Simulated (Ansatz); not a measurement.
# NO2F (nitryl fluoride) at FCI/STO-3G

What is the electronic atomisation energy of NO2F (nitryl fluoride) at FCI/STO-3G? 

Program for the calculation: Ansatz 0.2.0.

69 further runs of the same task are left out: 10 that didn't finish, 59 set aside as unsound or not needed.

### Step 1. Starting point

NO2F has 4 atoms, charge 0, and is taken as a singlet. SMILES: `O=[N+]([O-])F`. Geometry: relaxed at PBE0-D4/def2-TZVP.

Bond lengths: O1–N2 1.170 Å, N2–O3 1.170 Å, N2–F4 1.442 Å. Angles: O1–N2–O3 135.6°, O1–N2–F4 112.2°, O3–N2–F4 112.2°.

### Step 2. The energy at FCI/STO-3G

Input file input.yaml:

```yaml
crystal:
  periodic: [false, false, false]
  atoms:
    - {symbol: O, position_ang: [0.188290, 0.469930, 1.120250]}
    - {symbol: "N", position_ang: [0.079720, -0.071800, 0.089140]}
    - {symbol: O, position_ang: [0.476580, -1.068680, -0.376880]}
    - {symbol: F, position_ang: [-0.744590, 0.670550, -0.832510]}
basis:
  gaussian:
    orbitals: STO-3G
correlation:
  method: fci
  frozen_orbitals: {F: 1, "N": 1, O: 1}
accuracy: high
```

On the command line:

```sh
$ ansatz run input.yaml --threads 1 --pin off --max-ram 3480MiB --events-out events.jsonl --progress --plain --runs-dir runs
```

What it wrote:

```text
Warning: RAYON_NUM_THREADS=1 ignored (pool sized by the plan → 1); use --threads N
Functional definition: HF
  name "HF"
  exchange = exact_x
  correlation = 0
368 factors; integrals over basis functions are off by at most 3.7e-8 eV
mean field evaluation 1: about -8134.4943 eV, gradient 5.5e1 eV
mean field evaluation 2: about -8134.6766 eV, gradient 5.5e1 eV
mean field evaluation 4: about -8142.6735 eV, gradient 2.4e0 eV
mean field evaluation 8: about -8142.7161 eV, gradient 4.2e-4 eV
mean field -8142.71610416 eV, -299.2392974968 hartree, gradient 1.9e-8 eV, S^2 0.000000; 0 other end points of the search recorded, 0 dependent functions left out; unrestricted orbitals would lower it
mean field evaluation 16: about -8143.0170 eV, gradient 6.3e0 eV
4 core orbitals not correlated: weight in the atoms' cores, before any rotation towards them, 1.000 or more for the frozen orbitals, at most 0.000 for the correlated occupied ones
reference -8142.71610416 eV, -299.2392974968 hartree; 12, 12 occupied and 4, 4 virtual orbitals, 368 factors
state -8149.47872205 eV, -299.4878191204 hartree
Total energy: -8149.47872205 eV, -299.4878191204 hartree
```

Wall time 7.2 s (1 thread of Arm Neoverse V1, shared host); peak memory 0.21 GiB.

### Step 3. The F atom at the same level

Input file molecule.yaml:

```yaml
crystal:
  periodic: [false, false, false]
  atoms:
    - {symbol: F, position_ang: [0.000000, 0.000000, 0.000000]}
basis:
  gaussian:
    orbitals: STO-3G
magnetization:
  spin_polarized: true
  initial_magnetization: 1
correlation:
  method: fci
  frozen_orbitals: {F: 1}
accuracy: high
```

Run the same way, it converges to -97.98651 Eh (log not shown).

### Step 4. The N atom, same level

Input file in.yaml:

```yaml
crystal:
  periodic: [false, false, false]
  atoms:
    - {symbol: "N", position_ang: [0.000000, 0.000000, 0.000000]}
basis:
  gaussian: {orbitals: STO-3G}
magnetization: {spin_polarized: true, initial_magnetization: 3}
accuracy: high
correlation: {method: fci, frozen_orbitals: {"N": 1}}
```

On the command line:

```sh
$ ansatz run in.yaml --threads 1 --pin off --max-ram 3480MiB --events-out events.jsonl --progress --plain --runs-dir runs
```

What it wrote:

```text
Warning: RAYON_NUM_THREADS=1 ignored (pool sized by the plan → 1); use --threads N
Functional definition: HF
  name "HF"
  exchange = exact_x
  correlation = 0
15 factors; integrals over basis functions are off by at most 1.1e-9 eV
mean field evaluation 1: about -1461.7687 eV, gradient 1.8e-14 eV
mean field evaluation 2: about -1461.7687 eV, gradient 0.0e0 eV
mean field -1461.76873496 eV, -53.7190101874 hartree, gradient 0.0e0 eV, S^2 3.750000; 0 other end points of the search recorded, 0 dependent functions left out
mean field evaluation 4: about -1461.7687 eV, gradient 3.7e-13 eV
1 core orbitals not correlated: weight in the atoms' cores, before any rotation towards them, 1.000 or more for the frozen orbitals, at most 0.000 for the correlated occupied ones
reference -1461.76873496 eV, -53.7190101874 hartree; 4, 1 occupied and 0, 3 virtual orbitals, 15 factors
state -1461.76873496 eV, -53.7190101874 hartree
Total energy: -1461.76873496 eV, -53.7190101874 hartree
```

Wall time 0.04 s (1 thread of Arm Neoverse V1, shared host).

### Step 5. The O atom

Input file molecule.yaml:

```yaml
crystal:
  periodic: [false, false, false]
  atoms:
    - {symbol: O, position_ang: [0.000000, 0.000000, 0.000000]}
basis:
  gaussian: {orbitals: STO-3G}
total_charge: 0
magnetization: {spin_polarized: true, initial_magnetization: 2}
correlation: {method: fci, frozen_orbitals: {O: 1}}
accuracy: high
```

Run the same way, it converges to -73.80415 Eh (log not shown).

### Step 6. Summary of results

Level: FCI/STO-3G, 4 core orbitals frozen.

| quantity | value |
| --- | --- |
| molecule: total energy | -299.48782 Eh |
| molecule: correlation energy (4 core orbitals frozen) | -248.5 mEh |
| F atom: total energy | -97.98651 Eh |
| F atom: correlation energy (1 core orbital frozen) | 0.0 mEh |
| N atom: total energy | -53.71901 Eh |
| N atom: correlation energy (1 core orbital frozen) | 0.0 mEh |
| O atom: total energy | -73.80415 Eh |
| O atom: correlation energy (1 core orbital frozen) | 0.0 mEh |
| electronic atomisation energy | 4.735 eV |

In words: Taking the molecule apart into free atoms costs 4.73 eV (109 kcal/mol), before zero-point energy and without spin-orbit coupling. In a minimal basis such a difference can be off by several eV, whatever the method. The restricted solution (molecule) is unstable to spin breaking: an unrestricted one lies lower.
